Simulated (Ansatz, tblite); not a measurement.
# Cyclo-(Cl2SnO)3 (Sn₃Cl₆O₃): one state, many levels

Aim: run the singlet of cyclo-(Cl2SnO)3 (Sn₃Cl₆O₃) at one geometry on many levels, and compare frontier levels, spin and run time.

Computed with Ansatz 0.2.0, Gaussian basis. Level: as each input shows.

The runs, in order: GFN1-xTB, GFN2-xTB, PBE-D4/def2-TZVP, r2SCAN-D4/def2-TZVP, PBE-D4/def2-SVP, PBE0-D4/def2-SVP, MP2/def2-SVP, RPA/def2-SVP.

4 further runs of the same task are left out: 2 that didn't finish, 2 set aside as unsound or not needed. Runs told in other sessions of the task aren't counted.

## Step 1: The relaxed structure

The singlet was relaxed beforehand with PBE-D4/def2-SVP.

12 atoms, charge 0, spin multiplicity 1.

Bond lengths: Sn1–Cl2 2.338 Å, Sn1–Cl3 2.337 Å, Sn1–O4 1.990 Å, Sn1–O12 1.990 Å, O4–Sn5 1.990 Å, Sn5–Cl6 2.337 Å, Sn5–Cl7 2.338 Å, Sn5–O8 1.990 Å, O8–Sn9 1.990 Å, Sn9–Cl10 2.338 Å, Sn9–Cl11 2.337 Å, Sn9–O12 1.990 Å. Angles: Cl2–Sn1–Cl3 110.7°, Cl2–Sn1–O4 108.6°, Cl2–Sn1–O12 108.7°, Cl3–Sn1–O4 108.5°, Cl3–Sn1–O12 108.5°, O4–Sn1–O12 111.8°, Sn1–O4–Sn5 128.2°, O4–Sn5–Cl6 108.5°, O4–Sn5–Cl7 108.6°, O4–Sn5–O8 111.8°, Cl6–Sn5–Cl7 110.7°, Cl6–Sn5–O8 108.6°, Cl7–Sn5–O8 108.6°, Sn5–O8–Sn9 128.2°, O8–Sn9–Cl10 108.6°, O8–Sn9–Cl11 108.6°, O8–Sn9–O12 111.8°, Cl10–Sn9–Cl11 110.7° and more.

Sn takes a core potential in the def2 sets. No spin-orbit coupling is included.

PBE0-D4/def2-TZVP was run before; its log isn't repeated, and its numbers join the tables.

## Step 2: GFN1-xTB

Tight binding, by tblite at 300 K electronic temperature and without a spin-polarisation term:

```python
tblite.interface.Calculator('GFN1-xTB', numbers, positions, charge=0, uhf=0).singlepoint()
```

Energy -1286.2480 eV, HOMO -12.92 eV, LUMO -10.46 eV; 0.018 s.

## Step 3: GFN2-xTB

Tight binding, by tblite at 300 K electronic temperature and without a spin-polarisation term:

```python
tblite.interface.Calculator('GFN2-xTB', numbers, positions, charge=0, uhf=0).singlepoint()
```

Energy -1253.5234 eV, HOMO -12.86 eV, LUMO -10.89 eV; 0.026 s.

## Step 4: PBE-D4/def2-TZVP

start.molden holds the orbitals of an earlier run on this state, given as this run's starting guess.

File in.yaml:

```yaml
crystal:
  periodic: [false, false, false]
  atoms:
    - {symbol: Sn, position_ang: [-0.610162, -0.614887, -1.876683]}
    - {symbol: Cl, position_ang: [-2.066885, -2.403960, -2.253257]}
    - {symbol: Cl, position_ang: [0.042633, 0.358835, -3.898643]}
    - {symbol: O, position_ang: [-1.556088, 0.757296, -0.789620]}
    - {symbol: Sn, position_ang: [-1.085628, 1.431292, 1.022510]}
    - {symbol: Cl, position_ang: [-0.735282, 3.738337, 0.889499]}
    - {symbol: Cl, position_ang: [-2.847270, 0.946182, 2.480484]}
    - {symbol: O, position_ang: [0.571130, 0.578195, 1.720289]}
    - {symbol: Sn, position_ang: [1.701598, -0.809001, 0.850087]}
    - {symbol: Cl, position_ang: [1.705693, -2.721119, 2.194881]}
    - {symbol: Cl, position_ang: [3.866980, 0.037779, 0.611959]}
    - {symbol: O, position_ang: [1.013292, -1.298938, -0.951506]}
basis:
  gaussian: {orbitals: def2-TZVP, initial_orbitals: start.molden}
hamiltonian: {xc: pbe, dispersion: d4}
scf: {omitted_lower_state_checks: [starts]}
output: {forces: true, orbitals: {seedname: orbitals}}
```

Command:

```
$ ansatz run in.yaml --threads 4 --pin off --events-out ev --progress --plain --max-ram 6963MiB
```

The runs that follow: r2SCAN-D4/def2-TZVP; PBE-D4/def2-SVP; PBE0-D4/def2-SVP; MP2/def2-SVP; RPA/def2-SVP.

Q: Predict the results of all the runs planned. Wanted: gap in def2-TZVP, named functionals, smallest and largest; correlation energy, MP2/def2-SVP; binding an atom, functionals in def2-TZVP; PBE0 total energy, smallest basis above largest.

As calculated:

```
                                                 quantity                                value
gap in def2-TZVP, named functionals, smallest and largest  3.18 eV (PBE-D4), 5.54 eV (PBE0-D4)
                         correlation energy, MP2/def2-SVP                            -45.07 eV
                binding an atom, functionals in def2-TZVP   3.26 (PBE0-D4) to 3.42 eV (PBE-D4)
          PBE0 total energy, smallest basis above largest       34.79 eV (def2-SVP, def2-TZVP)
```

What this shows: Orbital gaps of the named functionals in def2-TZVP span 3.18 eV (PBE-D4) to 5.54 eV (PBE0-D4); exact exchange widens it.
